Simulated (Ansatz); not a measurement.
# Ir: the cost of one run

Method: DFT LDA, scalar-relativistic, plane waves, PAW, in Ansatz 0.2.0.

26 further runs of the same task are left out: 26 set aside as unsound or not needed.

### Step 1. The system as given

Symmetry: Fm-3m, No. 225, cubic system. The conventional cell has a = 3.811 Å, b = 3.811 Å, c = 3.811 Å, α = 90.00°, β = 90.00°, γ = 90.00°. Around Ir (site symmetry m-3m) lie 12 Ir at 2.69 Å.

Coordinates:

```xyz
1
Lattice="0.0000 1.9054 1.9054 1.9054 0.0000 1.9054 1.9054 1.9054 0.0000" Properties=species:S:1:pos:R:3 pbc="T T T"
Ir    0.0000    0.0000    0.0000
```

This cell was relaxed beforehand with the same method: volume 13.84 Å³/atom, gap on the mesh none (metal).

### Step 2. The scan

The energy is mapped over volume and the cell's shape.

First coordinate, volume per atom: 7 values from 12.729 to 14.942 Å³. Second coordinate, c/a of the conventional cell: 9 values from 0.629 to 1.167.

Nothing else is relaxed (symmetry fixes all fractional coordinates). Energies count from the relaxed crystal. Points are written as (first, second).

### Step 3. Point (13.466 Å³, 0.629)

Input file input.yaml:

```yaml
crystal:
  lattice:
    - [0.0, 2.2036365489, 1.3865281165]
    - [2.2036365489, 0.0, 1.3865281165]
    - [2.2036365489, 2.2036365489, 0.0]
  atoms:
    - { symbol: Ir, position: [0.0, 0.0, 0.0] }
basis:
  ecutwfc: 420
kpoints:
  mp_grid: { grid: [22, 22, 22] }
hamiltonian:
  xc: lda
scf:
  occupations: { method: gaussian, width: 0.15 }
output:
  forces: true
  stress: true
  eigenvalues: true
```

Run with:

```bash
$ ansatz run input.yaml --threads 1 --pin off --max-ram 2048MiB --backend cpu --events-out ev --progress --plain --runs-dir out
```

Q: Estimate wall time and peak memory on 1 thread of AMD EPYC 7R43 (Zen 3), shared host.

About 9.5 s, with a peak of 0.47 GiB.
